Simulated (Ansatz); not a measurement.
Run this with Ansatz 0.2.0, Python API and show what comes out.

Script `run_methods.py`:
```python
# -*- coding: utf-8 -*-
from pathlib import Path

import ansatz as az
import numpy as np

GEOMETRY = """
O     1.63380   -1.25890   -0.29500
C     1.12900   -0.14310   -0.00790
O     1.94560    0.90580    0.39140
Ge   -0.77300    0.08930   -0.05800
F    -1.45430   -0.33110    1.50480
H    -1.10370    1.56790   -0.38540
H    -1.37750   -0.83000   -1.14990
"""


def main():
    geometry = az.Crystal.molecule()
    for line in GEOMETRY.strip().splitlines():
        symbol, *xyz = line.split()
        geometry = geometry.atom(symbol, [float(v) for v in xyz])

    model = (
        geometry.calculation()
        .basis(gaussian="def2-SVP")
        .charge(-1)
    )

    print("functional    E (Ha)        dipole (D)   HOMO (eV)  LUMO (eV)")
    for name in ["cam_b3lyp", "r2scan0", "pbe0", "hse06", "pbe", "blyp"]:
        report = model.functional(name).forces().orbitals().run(threads=1, runs_dir="runs").report
        lines = Path(report["orbitals_path"]).read_text().splitlines()
        field_of = lambda key: [line.split("=")[1].strip() for line in lines if line.startswith(key)]
        orbitals = [(27.211386 * float(e), s, float(n)) for e, s, n in zip(field_of("Ene="), field_of("Spin="), field_of("Occup="))]
        homo = max(e for e, _, n in orbitals if n > 0.5)
        lumo = min(e for e, _, n in orbitals if n < 0.5)
        dipole = 4.803205 * np.linalg.norm(report["charge_distribution"]["dipole_moment_e_ang"])
        print(f"{name:10s} {report['free_energy_ev'] / 27.211386246:14.6f} {dipole:9.3f} {homo:11.3f} {lumo:10.3f}")


if __name__ == "__main__":
    main()
```

Running `python run_methods.py` prints:
```text
functional    E (Ha)        dipole (D)   HOMO (eV)  LUMO (eV)
cam_b3lyp    -2366.198280     6.812      -2.111      5.187
r2scan0      -2365.962909     6.853      -1.083      4.174
pbe0         -2365.612029     6.646      -0.783      4.093
hse06        -2365.600746     6.629      -0.379      3.712
pbe          -2365.571888     5.969       0.903      3.342
blyp         -2366.190391     5.915       1.075      3.496
```

Notes:
- Total energies depend on the basis set; only differences at equal settings carry meaning.
- The geometry is a force-field or estimated start, not a minimum of this method, and the basis set is short of its limit. A lower total doesn't mark the better method: functionals have no common bound, and MP2 and coupled cluster aren't variational.
- An ion's dipole depends on the origin; the program takes it about the centre of nuclear charge.
- Levels such as HOMO and LUMO are orbital energies: with these approximate functionals they aren't the ionisation energy and electron affinity, and their gap isn't the fundamental gap.
- hse06 follows the composition of plane-wave codes, whose totals differ by tens of mHa, up to about 0.1 Ha, from the form usual in Gaussian-basis programs (wpbeh).
- Anions want diffuse functions, which this basis lacks.
- Processor time in the engine: 19 s on 1 thread of Intel(R) Xeon(R) Processor @ 2.30GHz, on a shared host, peak memory 0.34 GiB.
